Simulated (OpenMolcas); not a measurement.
# UPW91/cc-pCVDZ run of SiF3 (trifluorosilyl)

Aim: the vertical doublet–quartet gap of SiF3 (trifluorosilyl) at UPW91/cc-pCVDZ, from 2 runs. 

Program for the calculation: OpenMolcas 26.06.

### 1 Starting point

SiF3: 4 atoms, total charge 0, spin state doublet. As SMILES, `F[Si](F)F`. Geometry: relaxed at PBE0-D4/def2-TZVP.

Bond lengths: F1–Si2 1.581 Å, Si2–F3 1.581 Å, Si2–F4 1.581 Å. Angles: F1–Si2–F3 107.9°, F1–Si2–F4 107.9°, F3–Si2–F4 107.9°.

### 2 A single-point energy at UPW91/cc-pCVDZ

Input file job.input:

```
>>> EXPORT MOLCAS_PRINT=2
&GATEWAY
BasLib
$CurrDir
Coord
4
angstrom
F        0.784850      -0.507040       1.151700
Si      -0.282750       0.213060       0.234280
F       -0.994260      -0.892250      -0.644340
F        0.492160       1.186230      -0.741640
Basis
cc-pCVDZ
Group
NoSym
&SEWARD
&SCF
UHF
Spin
2
KSDFT
2
1.0 GGA_X_PW91
1.0 GGA_C_PW91
PrOrbitals
1 1
```

The basis set cc-pCVDZ is read from a file made from the Basis Set Exchange's data (not shown).

Launch:

```sh
$ export MOLCAS_MEM=1860
$ pymolcas job.input > job.log
```

Output:

```text
--- Start Module: gateway ---
[...]
--- Stop Module: gateway /rc=_RC_ALL_IS_WELL_ ---
--- Start Module: seward ---
[...]
      Basis functions           81
--- Stop Module: seward /rc=_RC_ALL_IS_WELL_ ---
[...]
--- Start Module: scf ---
[...]
       Convergence after  10 Iterations
[...]
::    Total KS-DFT energy                            -589.0429894953
[...]
      Total spin, S                                     0.5005919150
[...]
      Total electronic charge=   41.000000
      Total            charge=   -0.000000
[...]
      Dipole Moment (debye):
      Origin of the operator (angstrom)=   -0.0299    0.0225    0.0248
                   X= -6.7832E-01               Y=  5.1067E-01               Z=  5.6169E-01           Total=  1.0180E+00
      Quadrupole Moment (debye*angstrom):
[...]
--- Stop Module: scf /rc=_RC_ALL_IS_WELL_ ---
[...]
```

Wall time 7.5 s (1 thread of Arm Neoverse V1, shared host); peak memory 0.45 GiB.

### 3 The quartet

Input file job.input:

```
* F3Si Kohn-Sham DFT

&GATEWAY
  BasLib = $CurrDir
  Coord
  4
  angstrom
  F        0.784850      -0.507040       1.151700
  Si      -0.282750       0.213060       0.234280
  F       -0.994260      -0.892250      -0.644340
  F        0.492160       1.186230      -0.741640
  Basis = cc-pCVDZ
  Group = NoSym

&SEWARD

&SCF
  UHF
  Spin = 4
  KSDFT = 2
  1.0 GGA_X_PW91
  1.0 GGA_C_PW91
  PrOrbitals = 1 1
```

The basis set cc-pCVDZ is read from a file made from the Basis Set Exchange's data (not shown).

Launch:

```sh
$ export MOLCAS_MEM=1860
$ pymolcas job.input > job.log
```

Output:

```text
--- Start Module: gateway ---
[...]
--- Stop Module: gateway /rc=_RC_ALL_IS_WELL_ ---
--- Start Module: seward ---
[...]
      Basis functions           81
--- Stop Module: seward /rc=_RC_ALL_IS_WELL_ ---
[...]
--- Start Module: scf ---
[...]
       Convergence after  34 Iterations
[...]
::    Total KS-DFT energy                            -588.6525271974
[...]
      Total spin, S                                     1.5005430975
[...]
      Total electronic charge=   41.000000
      Total            charge=   -0.000000
[...]
      Dipole Moment (debye):
      Origin of the operator (angstrom)=   -0.0299    0.0225    0.0248
                   X=  1.4094E+00               Y= -4.2463E-01               Z= -5.9932E-01           Total=  1.5893E+00
      Quadrupole Moment (debye*angstrom):
[...]
--- Stop Module: scf /rc=_RC_ALL_IS_WELL_ ---
[...]
```

It took 18 s on 1 thread of Arm Neoverse V1, shared host; peak memory 0.45 GiB.

### 4 Outcome

Level: UPW91/cc-pCVDZ.

```
                                        quantity          value
                           doublet: total energy  -589.04299 Eh
                          doublet: dipole moment         1.02 D
     doublet: HOMO energy (highest over α and β)       -6.30 eV
      doublet: LUMO energy (lowest over α and β)       -4.28 eV
                                   doublet: ⟨S²⟩          0.751
                           quartet: total energy  -588.65253 Eh
                          quartet: dipole moment         1.59 D
     quartet: HOMO energy (highest over α and β)       -0.16 eV
                                   quartet: ⟨S²⟩          3.752
vertical energy of the quartet above the doublet      10.625 eV
```

In words: At this shape the quartet lies 10.63 eV (245 kcal/mol) above the doublet. Mulliken charges (quartet) run from -0.03 on F3 to +0.09 on Si2; they depend strongly on the basis.
